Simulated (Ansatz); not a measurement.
C3H7I, SMILES CCCI, energies of removing a hydrogen

Computed with Ansatz's Python interface.

`run_bde.py`:
```python
import logging
import sys

import ansatz as az
from ase import Atoms

logging.basicConfig(stream=sys.stdout, format="%(name)s: %(message)s")
log = logging.getLogger("ansatz_job")
log.setLevel(logging.INFO)

BASIS = "def2-SVP"
METHOD = "mp2"


def energy_of(molecule, charge=0, unpaired=0):
    calc = (
        molecule.calculation()
        .basis(gaussian=BASIS)
        .correlation(METHOD)
    )
    if charge:
        calc = calc.charge(charge)
    if unpaired:
        calc = calc.spin("collinear", total=unpaired)
    report = calc.run().report
    if report["published_state_doubts"]:
        print("  doubts:", report["published_state_doubts"])
    return report["free_energy_ev"]

def without(molecule, index):
    rest = az.Crystal.molecule()
    for i, site in enumerate(molecule.cartesian_sites):
        if i != index:
            rest = rest.atom(site.symbol, site.position_ang)
    return rest

atoms = Atoms(["C", "C", "C", "I", "H", "H", "H", "H", "H", "H", "H"], positions=[
    (-0.0727, 1.301, -0.1193),
    (0.1817, -0.0989, -0.6032),
    (0.0839, -1.1497, 0.5473),
    (-1.9257, -1.6452, 0.9959),
    (0.0985, 2.0311, -0.936),
    (-1.1276, 1.4259, 0.1608),
    (0.5271, 1.6061, 0.7243),
    (-0.3984, -0.4029, -1.4339),
    (1.2241, -0.1129, -0.9358),
    (0.6053, -0.8086, 1.4139),
    (0.6291, -2.1188, 0.1942),
])
geometry = az.Crystal.molecule_from_ase(atoms)

whole = energy_of(geometry, 0)
hydrogen = energy_of(az.Crystal.molecule().atom("H", (0, 0, 0)), 0, 1)
log.info(f"E(molecule) = {whole:.5f} eV, E(H) = {hydrogen:.5f} eV")
for index in [6, 8, 10]:
    radical = energy_of(without(geometry, index), 0, 1)
    log.info(f"H{index}: homolysis {(radical + hydrogen - whole):.3f} eV")
```

Running `python run_bde.py` prints:
```text
ansatz_job: E(molecule) = -11287.16935 eV, E(H) = -13.58606 eV
ansatz_job: H6: homolysis 4.889 eV
ansatz_job: H8: homolysis 4.526 eV
ansatz_job: H10: homolysis 4.532 eV
```

Notes:
- Total energies depend on the basis set; only differences at equal settings carry meaning.
- The geometry is a force-field or estimated start, not a minimum of this method, and the basis set is short of its limit. All parts are taken at fixed geometry, without zero-point energy.
- def2 sets replace the cores of elements past krypton by effective core potentials.
- The spin-orbit lowering of heavy atoms is left out.
- Wall time of the script: 14 s on 1 thread of Arm Neoverse V1, with other jobs on the host, peak memory 0.34 GiB.

(Lines on the test bed's own set-up are left out of the output.)
